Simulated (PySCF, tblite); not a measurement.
**C₂H₉NSi₂: dynamics, then NMR shifts on frames, part 1 of 2**

How do NMR shifts of C₂H₉NSi₂ (`N[SiH2]/C=C/[SiH3]`) change as the atoms move?

Programs: tblite 0.8.0 and PySCF 2.14.0, with density-fitted response routines of our own. Each step states its level of theory. These are calculated values for one molecule in the gas phase, unless marked as measured. Atoms are numbered from 0 throughout.

## 1. The molecule as given

14 atoms, charge 0, multiplicity 1; geometry from: GFN2-xTB.

Bonds of the start (Å): N0–Si1 1.72, Si1–C2 1.88, C2–C3 1.33, C3–Si4 1.88, N0–H5 1.01, N0–H6 1.01, Si1–H7 1.46, Si1–H8 1.48, C2–H9 1.08, C3–H10 1.09, Si4–H11 1.47, Si4–H12 1.47, Si4–H13 1.46.

## 2. Thermal motion with GFN2-xTB

The job: settings as JSON, then the geometry in Å.

```
{"job": {"kind": "md", "xc": "GFN2-xTB", "basis": "xTB", "temperature": 300, "steps": 2000, "every": 50, "frames": 5}, "charge": 0, "multiplicity": 1}
N     -2.390696     0.469089    -0.211627
Si    -1.753686    -0.839477     0.713694
C      0.113981    -0.613832     0.767145
C      0.813861     0.262855     0.050263
Si     2.678153     0.495573     0.107558
H     -3.367139     0.452790    -0.456174
H     -2.120691     1.408756     0.031546
H     -2.147583    -2.045982    -0.017620
H     -2.236573    -0.926955     2.105617
H      0.654500    -1.266878     1.443973
H      0.264669     0.904802    -0.630673
H      2.985627     1.829345     0.638509
H      3.217900     0.390843    -1.251592
H      3.286998    -0.521402     0.967241
```

Method: GFN2-xTB Langevin dynamics, gas phase.

Command:

```
$ OMP_NUM_THREADS=1 python probes_run.py task.json out
```

This one command runs all jobs of the session in turn.

The log of the run:

```text
t/fs     T/K      E/eV
    0.0   232.4   -414.11761
   25.0   236.2   -413.84012
   50.0   176.7   -413.79346
   75.0   157.9   -413.72734
  100.0   237.1   -413.74027
  125.0   284.9   -413.66716
  150.0   284.0   -413.60086
  175.0   363.4   -413.61757
  200.0   313.3   -413.44640
  225.0   311.8   -413.47401
  250.0   304.2   -413.51509
  275.0   337.8   -413.60418
  300.0   419.1   -413.63664
  325.0   286.0   -413.59077
  350.0   289.7   -413.68789
  375.0   390.7   -413.77214
  400.0   244.0   -413.71081
  425.0   223.9   -413.62607
  450.0   273.3   -413.51673
  475.0   464.1   -413.69223
  500.0   320.8   -413.68278
  525.0   281.0   -413.68875
  550.0   236.2   -413.62198
  575.0   265.3   -413.58504
  600.0   301.2   -413.51279
  625.0   325.8   -413.71395
  650.0   334.4   -413.77205
  675.0   273.0   -413.60242
  700.0   368.7   -413.75886
  725.0   255.9   -413.62879
  750.0   251.3   -413.54904
  775.0   319.0   -413.62455
  800.0   318.1   -413.66940
  825.0   202.7   -413.49572
  850.0   389.1   -413.78685
  875.0   354.0   -413.71747
  900.0   267.3   -413.59255
  925.0   315.3   -413.71746
  950.0   242.0   -413.70147
  975.0   193.7   -413.65150
 1000.0   286.9   -413.71556
```

Run time: 11 s. Hardware: 1 thread of Arm Neoverse V1, shared host; peak memory 0.19 GiB.

Distance from the start (root mean square after alignment): 0 fs 0.00 Å, 200 fs 0.28 Å, 400 fs 0.44 Å, 600 fs 0.88 Å, 800 fs 0.63 Å, 1000 fs 0.67 Å.

Positions (Å) and forces (eV/Å) at 1000 fs:

```xyz
14

N    -1.745   -1.237    0.424   -0.015    0.964    0.897
Si   -1.335    0.348    0.987    0.601    0.045    0.200
C     0.578    0.266    0.864   -0.072    0.817   -0.292
C     1.310   -0.821    0.575    0.572    1.141    0.960
Si    3.206   -0.704    0.803   -0.179    0.586    0.487
H    -1.176   -1.516   -0.326    0.556   -0.565   -1.025
H    -2.647   -1.648    0.358   -0.589    0.009    0.050
H    -1.608    0.433    2.434   -0.223   -0.050   -0.216
H    -1.827    1.604    0.303    0.112   -0.643    0.162
H     1.086    1.260    1.007   -0.388   -1.094   -0.207
H     0.775   -1.749    0.560    0.106   -0.402   -0.330
H     4.005   -1.375   -0.231   -0.153    0.067    0.058
H     3.600   -1.146    2.158   -0.134   -0.412   -0.202
H     3.582    0.742    1.011   -0.195   -0.464   -0.541
```

## 3. NMR shieldings: 250 fs, PBE0/pcSseg-1

The job: settings as JSON, then the geometry in Å.

```
{"job": {"kind": "nmr", "xc": "PBE0", "basis": "pcSseg-1", "pop": false}, "charge": 0, "multiplicity": 1}
N     -2.054100    -0.262200    -0.858600
Si    -1.927400    -0.427400     0.858800
C     -0.069300    -0.344400     1.153600
C      0.924000    -0.575400     0.259900
Si     2.845100    -0.304000     0.248900
H     -3.030000    -0.507100    -1.104400
H     -2.024100     0.743900    -1.170200
H     -2.467900    -1.749800     1.118900
H     -2.731800     0.550200     1.678000
H      0.147400    -0.131100     2.176100
H      0.464500    -0.649200    -0.725600
H      2.906300     0.773000    -0.770800
H      3.422600    -1.629200    -0.249400
H      3.114800    -0.083700     1.641900
```

Method: GIAO PBE0/pcSseg-1 NMR shielding, non-relativistic, gas phase.

The log of the run:

```text
coarse grid: 12064 points
cycle   1  E = -714.7976710004  dE =  1.095e-01  |g| = 4.905e-01  |ddm| = 3.251e+00
cycle   2  E = -714.7502736255  dE =  4.740e-02  |g| = 6.626e-01  |ddm| = 1.085e+00
cycle   3  E = -714.8564318627  dE = -1.062e-01  |g| = 4.827e-02  |ddm| = 6.859e-01
cycle   4  E = -714.8567989033  dE = -3.670e-04  |g| = 2.707e-02  |ddm| = 6.431e-02
cycle   5  E = -714.8569738774  dE = -1.750e-04  |g| = 6.828e-03  |ddm| = 2.790e-02
cycle   6  E = -714.8569829190  dE = -9.042e-06  |g| = 3.438e-03  |ddm| = 7.658e-03
cycle   7  E = -714.8569860095  dE = -3.091e-06  |g| = 3.508e-04  |ddm| = 2.968e-03
final grid: 105608 points
cycle   8  E = -714.8824978620  dE = -1.583e-05  |g| = 6.906e-03  |ddm| = 1.834e-02
cycle   9  E = -714.8824881409  dE =  9.721e-06  |g| = 9.441e-03  |ddm| = 1.417e-02
cycle  10  E = -714.8825091772  dE = -2.104e-05  |g| = 6.904e-04  |ddm| = 8.372e-03
cycle  11  E = -714.8825092652  dE = -8.806e-08  |g| = 3.038e-04  |ddm| = 8.216e-04
cycle  12  E = -714.8825092883  dE = -2.304e-08  |g| = 7.441e-05  |ddm| = 2.839e-04
cycle  13  E = -714.8825092894  dE = -1.138e-09  |g| = 3.037e-05  |ddm| = 8.351e-05
cycle  14  E = -714.8825092896  dE = -2.435e-10  |g| = 3.520e-06  |ddm| = 3.066e-05
converged SCF energy = -714.8825092896

GIAO shielding tensors (ppm)
atom      isotropic    diamagn.    paramagn.     s11        s22        s33       span
  0 N      255.912     311.477     -55.565    225.282    251.108    291.346     66.064
  1 Si     388.086     881.140    -493.054    342.159    375.513    446.587    104.428
  2 C       32.213     258.943    -226.730    -79.939      7.962    168.616    248.555
  3 C       24.116     261.762    -237.645   -104.323    -12.606    189.279    293.602
  4 Si     421.103     880.143    -459.040    405.181    407.087    451.042     45.861
  5 H       31.162      27.468       3.694     23.965     27.282     42.239     18.274
  6 H       30.926      30.420       0.505     24.781     27.108     40.887     16.106
  7 H       26.951      29.679      -2.728     24.313     25.004     31.536      7.223
  8 H       26.185      28.913      -2.728     22.774     24.554     31.226      8.452
  9 H       25.134      33.059      -7.924     22.093     25.141     28.170      6.077
 10 H       23.916      35.376     -11.460     19.971     21.683     30.093     10.122
 11 H       26.810      28.835      -2.025     23.707     25.609     31.114      7.406
 12 H       26.371      27.622      -1.250     23.677     24.686     30.752      7.075
 13 H       27.425      29.328      -1.903     24.289     26.368     31.618      7.329
```

Run time: 17 s. Hardware: 1 thread of Arm Neoverse V1, shared host; peak memory 0.7 GiB.

The references, computed at this level on geometries of the same kind, shield at (ppm): 1H TMS 31.72, 13C TMS 186.9, 29Si TMS 349.2, 15N NH3 267.7. Their shielding less the atom's gives the shift. The references are single molecules in the gas phase, so shifts against H2O, NH3, PH3, H3PO4 or CFCl3 are not on the usual liquid scales and can be off by tens of ppm. Each atom is listed at this fixed geometry, with no averaging over motion; a spectrum would average atoms that exchange fast.

| atoms | environment | σ (ppm) | δ (ppm) |
| --- | --- | --- | --- |
| C3 | alkene CH | 24.1 | 162.8 |
| C2 | alkene CH | 32.2 | 154.7 |
| H10 | hydrogen on an alkene CH | 23.92 | 7.80 |
| H9 | hydrogen on an alkene CH | 25.13 | 6.58 |
| H8 | hydrogen on a silicon bonded to C, N | 26.18 | 5.53 |
| H12 | hydrogen on a silicon bonded to C | 26.37 | 5.35 |
| H11 | hydrogen on a silicon bonded to C | 26.81 | 4.91 |
| H7 | hydrogen on a silicon bonded to C, N | 26.95 | 4.77 |
| H13 | hydrogen on a silicon bonded to C | 27.42 | 4.29 |
| H6 | hydrogen on a nitrogen bonded to Si | 30.93 | 0.79 |
| H5 | hydrogen on a nitrogen bonded to Si | 31.16 | 0.55 |
| N0 | nitrogen bonded to Si, 2 H | 255.9 | 11.8 |
| Si1 | silicon bonded to C, N, 2 H | 388.1 | -38.9 |
| Si4 | silicon bonded to C, 3 H | 421.1 | -71.9 |

Orbitals, density, ELF and potential are computed afterwards from the orbital file.

Frontier orbitals at PBE0/pcSseg-1, with the share of their density that lies nearest to each atom:

| orbital | energy (eV) | lies on |
| --- | --- | --- |
| HOMO | -7.50 | C2, C3 about 35 % each |
| LUMO | -0.62 | C2, C3 about 28 % each; H9 7 %; Si1 7 % |

ELF in a plane through or near 6 of the atoms.

Ten even steps from '0' (0.00) to '9' (1.00):
```
0000000000000000000000000000
0000000000000000000000000000
0000000000000000000000000000
0000000000000000000000000000
0000000000000000232100000000
0000001100015201565347400000
0000012320059801787789810000
0000134421179920785599810000
0001341206779810487765200000
0001331628812521257841000000
0001230608835857425021000000
0001378435668239565121000000
0001699961016547700252000000
0001699960038984312552000000
0000499930059982001331000000
0000036400039981000000000000
0000000000004530000000000000
0000000000000000000000000000
0000000000000000000000000000
0000000000000000000000000000
```
The map spans 12.1 Å across and 8.9 Å up, centred on the molecule. Atoms in the plane (x, y in Å): N0 (2.1, 1.1), Si1 (1.9, -0.6), C2 (0.0, -0.8), C3 (-1.0, 0.1), Si4 (-2.9, 0.1), H5 (3.0, 1.3).

On the surface of density 0.002 e/bohr³ the electrostatic potential runs, from the 1st to the 99th percentile, from -1.45 V near N0 to 1.50 V near H6.

## 4. NMR shieldings: 425 fs, PBE0/pcSseg-1

The job: settings as JSON, then the geometry in Å.

```
{"job": {"kind": "nmr", "xc": "PBE0", "basis": "pcSseg-1", "pop": false}, "charge": 0, "multiplicity": 1}
N     -2.198900    -0.798400    -0.873900
Si    -1.688600    -0.178700     0.655600
C      0.157500    -0.039800     0.927000
C      1.035700    -0.921800     0.352100
Si     2.951500    -0.934400     0.764900
H     -2.218800    -1.792600    -1.125600
H     -2.308600    -0.249600    -1.691800
H     -2.349200    -1.144400     1.624300
H     -2.243800     1.168800     0.566900
H      0.694400     0.560300     1.573500
H      0.614000    -1.655500    -0.340000
H      3.828800    -0.780900    -0.361600
H      3.201700    -2.087800     1.569700
H      3.065300     0.195900     1.757800
```

With the program's defaults for keys left out, this is: GIAO PBE0/pcSseg-1 NMR shielding, non-relativistic, gas phase.

The log of the run:

```text
coarse grid: 12064 points
cycle   1  E = -714.8084526577  dE =  1.346e-01  |g| = 4.832e-01  |ddm| = 3.267e+00
cycle   2  E = -714.7757750099  dE =  3.268e-02  |g| = 6.154e-01  |ddm| = 9.091e-01
cycle   3  E = -714.8621587914  dE = -8.638e-02  |g| = 4.594e-02  |ddm| = 5.508e-01
cycle   4  E = -714.8624907837  dE = -3.320e-04  |g| = 2.532e-02  |ddm| = 5.793e-02
cycle   5  E = -714.8626451364  dE = -1.544e-04  |g| = 6.883e-03  |ddm| = 2.626e-02
cycle   6  E = -714.8626550556  dE = -9.919e-06  |g| = 3.367e-03  |ddm| = 7.994e-03
cycle   7  E = -714.8626580640  dE = -3.008e-06  |g| = 2.944e-04  |ddm| = 3.015e-03
final grid: 105608 points
cycle   8  E = -714.8879966835  dE = -1.587e-05  |g| = 6.806e-03  |ddm| = 1.722e-02
cycle   9  E = -714.8879900289  dE =  6.655e-06  |g| = 8.715e-03  |ddm| = 1.273e-02
cycle  10  E = -714.8880074665  dE = -1.744e-05  |g| = 5.373e-04  |ddm| = 7.120e-03
cycle  11  E = -714.8880075157  dE = -4.922e-08  |g| = 2.345e-04  |ddm| = 6.226e-04
cycle  12  E = -714.8880075290  dE = -1.329e-08  |g| = 6.230e-05  |ddm| = 2.428e-04
cycle  13  E = -714.8880075297  dE = -7.203e-10  |g| = 3.457e-05  |ddm| = 7.835e-05
cycle  14  E = -714.8880075300  dE = -3.172e-10  |g| = 3.612e-06  |ddm| = 3.066e-05
converged SCF energy = -714.8880075300

GIAO shielding tensors (ppm)
atom      isotropic    diamagn.    paramagn.     s11        s22        s33       span
  0 N      257.064     317.712     -60.648    228.003    260.174    283.015     55.012
  1 Si     399.998     879.150    -479.152    344.669    395.718    459.606    114.937
  2 C       18.589     260.245    -241.656   -123.021     15.222    163.565    286.585
  3 C       18.760     260.975    -242.215   -116.522     -2.856    175.658    292.180
  4 Si     411.084     879.907    -468.824    353.653    412.550    467.048    113.396
  5 H       30.590      30.460       0.131     23.742     26.452     41.577     17.835
  6 H       31.766      32.646      -0.880     24.697     26.685     43.917     19.220
  7 H       25.965      27.477      -1.512     22.003     25.011     30.881      8.878
  8 H       26.734      29.341      -2.607     22.402     25.928     31.872      9.471
  9 H       24.600      35.876     -11.275     18.627     24.788     30.385     11.758
 10 H       24.324      34.820     -10.496     19.776     23.806     29.391      9.614
 11 H       27.584      29.080      -1.496     24.609     25.607     32.536      7.927
 12 H       27.711      28.878      -1.167     24.899     25.820     32.413      7.514
 13 H       27.080      28.841      -1.761     24.333     26.410     30.498      6.164
```

Wall time 12 s (1 thread of Arm Neoverse V1, shared host); peak memory 0.72 GiB.

Key values: δ C2 168.3, C3 168.2, N0 10.7, Si1 -50.8, H10 7.39, H9 7.12 ppm.

(Continued in part 2 of 2.)
